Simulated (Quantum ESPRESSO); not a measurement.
Set up this calculation in Quantum ESPRESSO 7.5, as the native input.

| Item | Value |
| --- | --- |
| Task | projected density of states |
| Functional | PBE |
| Dispersion | D3M |
| Potentials or basis | SPMS 1.0 PBE |
| Cutoff | 952 eV |
| Density cutoff | 3810 eV |
| k mesh | 6 × 6 × 7 |
| Occupations | gaussian, width 0.136 eV |
| Spin | no spin polarisation |
| Mixing beta | 0.5 |
| Most SCF iterations | 120 |
| SCF threshold | 6e-10 Ry |
| Dos occupations | tetrahedra_opt |

Crystal: InTe2.

```
CELL_PARAMETERS angstrom
5.22536 0.00000 0.00000
-2.61268 4.52530 0.00000
0.00000 0.00000 3.68613
ATOMIC_POSITIONS crystal
In 0.00000 0.00000 0.00000
Te 0.66667 0.33333 0.50000
Te 0.33333 0.66667 0.50000
```

The cell was built by a generator and needn't be a form met in nature.

The input as run:

pw.in

```
&CONTROL
  calculation = 'scf'
  prefix = 'pwscf'
  outdir = './tmp'
  pseudo_dir = './pseudo'
  tprnfor = .true.
  tstress = .true.
  disk_io = 'low'
/
&SYSTEM
  ibrav = 0
  nat = 3
  ntyp = 2
  ecutwfc = 70
  nbnd = 31
  occupations = 'smearing'
  smearing = 'gaussian'
  degauss = 0.00999582
  vdw_corr = 'grimme-d3'
  dftd3_version = 5
/
&ELECTRONS
  conv_thr = 6d-10
  electron_maxstep = 120
  mixing_beta = 0.5
/
ATOMIC_SPECIES
In   114.8180 49_In_13_2.5_3.1_pbe_n_v1.0.upf
Te   127.6000 52_Te_16_2.3_2.3_pbe_n_v1.0.upf
CELL_PARAMETERS bohr
   9.8745086378    0.0000000000    0.0000000000
  -4.9372543189    8.5515753263    0.0000000000
   0.0000000000    0.0000000000    6.9657690544
ATOMIC_POSITIONS bohr
In     0.0000000000    0.0000000000    0.0000000000
Te     4.9372543683    2.8505250803    3.4828845272
Te    -0.0000000494    5.7010502460    3.4828845272
K_POINTS automatic
6 6 7 0 0 0
```

nscf.in

```
&CONTROL
  calculation = 'nscf'
  prefix = 'pwscf'
  outdir = './tmp'
  pseudo_dir = './pseudo'
  disk_io = 'low'
/
&SYSTEM
  ibrav = 0
  nat = 3
  ntyp = 2
  ecutwfc = 70
  nbnd = 31
  occupations = 'tetrahedra_opt'
  vdw_corr = 'grimme-d3'
  dftd3_version = 5
/
&ELECTRONS
  conv_thr = 1d-08
  electron_maxstep = 120
  mixing_beta = 0.5
/
ATOMIC_SPECIES
In   114.8180 49_In_13_2.5_3.1_pbe_n_v1.0.upf
Te   127.6000 52_Te_16_2.3_2.3_pbe_n_v1.0.upf
CELL_PARAMETERS bohr
   9.8745086378    0.0000000000    0.0000000000
  -4.9372543189    8.5515753263    0.0000000000
   0.0000000000    0.0000000000    6.9657690544
ATOMIC_POSITIONS bohr
In     0.0000000000    0.0000000000    0.0000000000
Te     4.9372543683    2.8505250803    3.4828845272
Te    -0.0000000494    5.7010502460    3.4828845272
K_POINTS automatic
9 9 11 0 0 0
```

projwfc.in

```
&PROJWFC
  prefix = 'pwscf'
  outdir = './tmp'
  filpdos = 'p'
  Emin = -4
  Emax = 21
  DeltaE = 0.05
/
```

Potentials or basis: SPMS 1.0 PBE.

Run with:

```bash
$ OMP_NUM_THREADS=1 pw.x -in pw.in > pw.out
$ OMP_NUM_THREADS=1 pw.x -in nscf.in > nscf.out
$ OMP_NUM_THREADS=1 projwfc.x -in projwfc.in > projwfc.out
```

Results of the run:

- Pressure: -5.5 GPa
- Band gap on the k mesh: none (metal or under the smearing width)
- Loewdin charges: In -0.19; Te +0.17 e

Caveat: pairwise dispersion overbinds metals, which lowers pressure and volume.

Run time: 2.3 min on 1 thread of Intel(R) Xeon(R) Platinum 8488C (Sapphire Rapids), on a shared host, peak memory 0.26 GiB.
